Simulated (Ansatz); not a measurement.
# C₂H₅Cl₃OSi: how energies converge with the basis set

An exercise on one series of results from a longer session: the logs are not shown, and one member is left open.

Program: Ansatz 0.2.0, Gaussian basis. Level of theory: one geometry, several basis sets. These are calculated values, not measurements.

Plan: PBE0-D4/def2-SVP; ωB97M-V/def2-SVP; PBE0-D4/def2-QZVPP; ωB97M-V/def2-QZVPP; the functionals' def2-TZVPP values are taken from earlier runs.

### The relaxed structure

An earlier PBE0-D4 in a triple-zeta def2 set relaxation fixed the geometry.

12 atoms, charge 0, spin multiplicity 1.

Atoms are counted from 1 here; the program's logs count them from 0.

Bond lengths: C1–C2 1.505 Å, C1–H8 1.091 Å, C1–H9 1.092 Å, C1–H10 1.091 Å, C2–O3 1.427 Å, C2–H11 1.095 Å, C2–H12 1.095 Å, O3–Si4 1.607 Å, Si4–Cl5 2.034 Å, Si4–Cl6 2.018 Å, Si4–Cl7 2.034 Å. Angles: C2–C1–H8 110.7°, C2–C1–H9 109.9°, C2–C1–H10 110.7°, H8–C1–H9 108.5°, H8–C1–H10 108.5°, H9–C1–H10 108.5°, C1–C2–O3 108.8°, C1–C2–H11 110.9°, C1–C2–H12 110.9°, O3–C2–H11 109.1°, O3–C2–H12 109.1°, H11–C2–H12 108.0°, C2–O3–Si4 126.2°, O3–Si4–Cl5 111.0°, O3–Si4–Cl6 107.4°, O3–Si4–Cl7 111.0°, Cl5–Si4–Cl6 109.8°, Cl5–Si4–Cl7 107.8° and more.

The first run:

in.yaml

```yaml
crystal:
  periodic: [false, false, false]
  atoms:
    - {symbol: C, position_ang: [0.609295, 1.652364, 0.870504]}
    - {symbol: C, position_ang: [-0.319718, 0.564818, 0.400933]}
    - {symbol: O, position_ang: [0.437603, -0.409012, -0.316440]}
    - {symbol: Si, position_ang: [-0.137365, -1.744982, -1.000082]}
    - {symbol: Cl, position_ang: [-1.014518, -2.952205, 0.381446]}
    - {symbol: Cl, position_ang: [1.419464, -2.702866, -1.855791]}
    - {symbol: Cl, position_ang: [-1.532850, -1.300286, -2.410845]}
    - {symbol: H, position_ang: [1.379294, 1.243928, 1.527173]}
    - {symbol: H, position_ang: [0.047696, 2.408972, 1.423058]}
    - {symbol: H, position_ang: [1.097859, 2.134276, 0.021977]}
    - {symbol: H, position_ang: [-1.095683, 0.970319, -0.256916]}
    - {symbol: H, position_ang: [-0.814278, 0.079675, 1.249082]}
basis:
  gaussian: {orbitals: def2-SVP}
hamiltonian: {xc: pbe0, dispersion: d4}
output: {orbitals: {seedname: orbitals}}
```

The run is started by

```console
ansatz run in.yaml --threads 8 --pin off --events-out ev --progress --plain --max-ram 20889MiB
```

Among the steps run: PBE0-D4 in def2-SVP; ωB97M-V in def2-SVP; PBE0-D4 in def2-QZVPP; ωB97M-V in def2-QZVPP.

One table of the session follows, with a row left open; its other results are not shown here.

It belongs to the step «Functionals by basis». 

```
functional       basis  HOMO (eV)  LUMO (eV)
   PBE0-D4    def2-SVP          ?          ?
   PBE0-D4  def2-TZVPP      -8.93       0.16
   PBE0-D4  def2-QZVPP      -8.96      -0.05
   ωB97M-V    def2-SVP     -11.18       2.79
   ωB97M-V  def2-TZVPP     -11.29       2.20
   ωB97M-V  def2-QZVPP     -11.33       1.62
```

**Question.** Estimate the row for PBE0-D4, def2-SVP.

**Answer.** HOMO (eV): -8.87; LUMO (eV): 0.59. In the column «HOMO (eV)» it is the highest.
